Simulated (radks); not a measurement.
**S in [He] 2s2 2p4 3s2 3p4 4p2: an all-electron calculation**

The task here is to estimate one member of a computed series from the others.

Method: scalar-relativistic Kohn-Sham, SCAN, spin-polarised, spherical densities, finite nucleus; open shells are filled with parallel spins first. Code: radks (a radial shooting solver on a logarithmic mesh, Libxc functionals) version 1.

### What is computed

```
element            : sulfur (Z = 16)
charge             : 0
electrons          : 16
configuration      : [He] 2s2 2p4 3s2 3p4 4p2
nuclear rms radius : 3.2611 fm
```

Outer shells as boxes (Hund's rule):

S
```
[He] core
2s [↑↓]
2p [↑↓][↑ ][↑ ]
3s [↑↓]
3p [↑↓][↑ ][↑ ]
4p [↑ ][↑ ][  ]
```

Set-up of the first run:

Settings of this run:

```text
Z 16
configuration [He] 2s2 2p4 3s2 3p4 4p2
relativity scalar-relativistic
functional scan,scan
spin polarised
nucleus finite rms 3.2611 fm
c 137.035999084
```

The run is started by

```
$ python run_ks.py task.json out
```

All runs below come from this command, one after another.

Steps of the session up to this table: Self-consistent calculation.

One of the session's tables, all rows but one given; the rest of the session is left out.

It belongs to the step «Radial structure». Radial moments (bohr):

| level | <r> | outermost maximum (interpolated) | 90 % within | nodes |
| --- | --- | --- | --- | --- |
| 1s up | 0.09688 | 0.0633 | 0.173 | 0 |
| 1s down | 0.09659 | 0.0633 | 0.172 | 0 |
| 2s up | 0.4547 | 0.376 | 0.706 | 1 |
| 2s down | 0.4592 | 0.379 | 0.713 | 1 |
| 2p up | 0.4104 | 0.312 | 0.674 | 0 |
| 2p down | 0.4176 | 0.316 | 0.688 | 0 |
| 3s up | 1.410 | 1.23 | 2.09 | 2 |
| 3s down | 1.453 | 1.25 | 2.17 | 2 |
| 3p up | 1.519 | 1.29 | 2.31 | 1 |
| 3p down | 1.584 | 1.33 | 2.43 | 1 |
| 4p up | ? | ? | ? | ? |

Q: Estimate the row for 4p up from the others.

**Answer.** <r>: 5.352; outermost maximum (interpolated): 4.63; 90 % within: 7.86; nodes: 2. In the column «<r>» it is the highest.
